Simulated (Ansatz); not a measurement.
**SiC: further runs on the relaxed cell**

The task here is to estimate one member of a computed series from the others.

Program: Ansatz 0.2.0. Level of theory: DFT r2SCAN, scalar-relativistic, plane waves, PAW. These are calculated values, not measurements.

## Starting point

It takes space group P6_3mc (No. 186, hexagonal). Conventional cell: a = 3.079 Å, b = 3.079 Å, c = 15.108 Å, α = 90.00°, β = 90.00°, γ = 120.00°. Si (site symmetry 3m) has 4 C at 1.88 to 1.89 Å in its first shell of neighbours. Si (site symmetry 3m) is surrounded by 4 C at 1.89 Å. Around C (site symmetry 3m) lie 4 Si at 1.88 to 1.89 Å. C (site symmetry 3m) is surrounded by 4 Si at 1.89 Å.

Structure file:

```
CELL_PARAMETERS angstrom
1.53933 -2.66606 0.00000
1.53933 2.66606 0.00000
0.00000 0.00000 15.10765
ATOMIC_POSITIONS crystal
Si 0.16669 0.83331 0.85770
Si 0.83331 0.16669 0.35770
Si 0.49998 0.50002 0.52450
Si 0.50002 0.49998 0.02450
Si 0.83336 0.16664 0.69122
Si 0.16664 0.83336 0.19122
C 0.49999 0.50001 0.64983
C 0.50001 0.49999 0.14983
C 0.16665 0.83335 0.98268
C 0.83335 0.16665 0.48268
C 0.83332 0.16668 0.81620
C 0.16668 0.83332 0.31620
```

This cell was relaxed beforehand with the same method: volume 10.33 Å³/atom, gap on the mesh 2.39 eV.

The first run:

File input.yaml:

```yaml
crystal:
  lattice:
    - [1.5237757988, -2.6391322271, 0.0]
    - [1.5237757988, 2.6391322271, 0.0]
    - [0.0, 0.0, 14.9550414006]
  atoms:
    - { symbol: Si, position: [0.1666896111, 0.8333103889, 0.8577007513] }
    - { symbol: Si, position: [0.8333103889, 0.1666896111, 0.3577007513] }
    - { symbol: Si, position: [0.4999842, 0.5000158, 0.5244962038] }
    - { symbol: Si, position: [0.5000158, 0.4999842, 0.0244962038] }
    - { symbol: Si, position: [0.833360102, 0.166639898, 0.6912230327] }
    - { symbol: Si, position: [0.166639898, 0.833360102, 0.1912230327] }
    - { symbol: C, position: [0.4999941562, 0.5000058438, 0.6498334688] }
    - { symbol: C, position: [0.5000058438, 0.4999941562, 0.1498334688] }
    - { symbol: C, position: [0.16665442, 0.83334558, 0.9826820659] }
    - { symbol: C, position: [0.83334558, 0.16665442, 0.4826820659] }
    - { symbol: C, position: [0.8333228888, 0.1666771112, 0.8162044775] }
    - { symbol: C, position: [0.1666771112, 0.8333228888, 0.3162044775] }
basis:
  ecutwfc: 500
kpoints:
  mp_grid: { grid: [12, 12, 2] }
hamiltonian:
  xc: r2scan
scf:
  occupations: { method: gaussian, width: 0.02 }
output:
  forces: true
  stress: true
  eigenvalues: true
relax:
  adjacent_minimum: "off"
  f_tol: 0.01
  max_steps: 30
  cell: { stress_tol: 0.1, fix: [volume] }
```

Started as:

```
ansatz run input.yaml --threads 2 --pin off --max-ram 5120MiB --backend cpu --events-out ev --progress --plain --runs-dir out
```

Among the steps run: The cell scaled to 0.97 of its volume; Volume × 1.03; The cell scaled to 0.94 of its volume; Point at V/V0 = 1.06; The cell scaled to 0.91 of its volume; Point at V/V0 = 1.10; Volume × 0.88.

One table of the session follows, with a row left open; its other results are not shown here.

It belongs to the step «Energy against volume». 

| volume (Å³/atom) | energy above the lowest point (meV/atom) | pressure (GPa) |
| --- | --- | --- |
| 9.093 | 129.5 | 37.10 |
| 9.403 | 69.0 | 25.68 |
| 9.713 | 29.1 | 15.83 |
| 10.023 | 6.9 | 7.32 |
| 10.333 | 0.0 | -0.03 |
| 10.643 | 6.3 | -6.37 |
| 10.953 | ? | ? |
| 11.367 | 62.9 | -18.00 |

**Question.** Estimate the row for volume (Å³/atom) = 10.953.

Worked estimate for «energy above the lowest point (meV/atom)». A straight line through the neighbours (10.643, 6.3) and (11.367, 62.9) gives 6.3 + (62.9 − 6.3) × (10.953 − 10.643) / (11.367 − 10.643) = 30.5; a parabola fitted to 3 rows on both sides gives 23.4.

As computed: energy above the lowest point (meV/atom): 24.1; pressure (GPa): -11.85. In «energy above the lowest point (meV/atom)» the line misses by +6.4 and the parabola by -0.7.

To keep in mind: Warnings in the runs' records: near symmetry operation missed by atoms.
